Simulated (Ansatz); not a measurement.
# BCl2FH2: the cost of one run

Method: RKS PBE-D4/cc-pVDZ, in Ansatz 0.2.0.

**1. The structure to begin with**

Bond lengths: B1–Cl3 1.860 Å, B1–Cl4 1.860 Å, B1–F5 1.620 Å. Angles: Cl3–B1–Cl4 120.0°, Cl3–B1–F5 97.0°, Cl4–B1–F5 101.2°.

Coordinates:

```xyz
6

B     0.0000    0.0000    0.0000
H     0.0000    0.0000    1.5400
Cl    1.6108    0.0000   -0.9300
Cl   -1.6108    0.0000   -0.9300
F     0.0677   -1.5359    0.5108
H     0.0382   -0.8667    1.4996
```

**2. A restrained relaxation towards end A**

Springs on the bonds that form and break draw the guess towards this end; the thresholds are loose.

The input, input.yaml:

```yaml
crystal:
  periodic: [false, false, false]
  atoms:
    - { symbol: B, position_ang: [0.0, 0.0, 0.0] }
    - { symbol: H, position_ang: [0.0, 0.0, 1.54] }
    - { symbol: Cl, position_ang: [1.6108, 0.0, -0.93] }
    - { symbol: Cl, position_ang: [-1.6108, 0.0, -0.93] }
    - { symbol: F, position_ang: [0.0677, -1.5359, 0.5108] }
    - { symbol: H, position_ang: [0.0382, -0.8667, 1.4996] }
basis:
  gaussian: { orbitals: cc-pVDZ }
hamiltonian:
  xc: pbe
  dispersion: d4
relax:
  f_tol: 0.15
  max_steps: 25
  restrain:
    - { distance: [0, 4], at: 2.52, k: 30.0 }
    - { distance: [5, 1], at: 1.86, k: 30.0 }
    - { distance: [0, 1], at: 1.19, k: 30.0 }
    - { distance: [5, 4], at: 0.92, k: 30.0 }
```

Command:

```console
ansatz run input.yaml --threads 1 --pin off --max-ram 2048MiB --backend cpu --events-out ev --progress --plain --runs-dir out
```

**Question.** How long does this run take on 1 thread of Arm Neoverse V1, shared host, and how much memory does it need?

About 19 s, with a peak of 0.12 GiB.
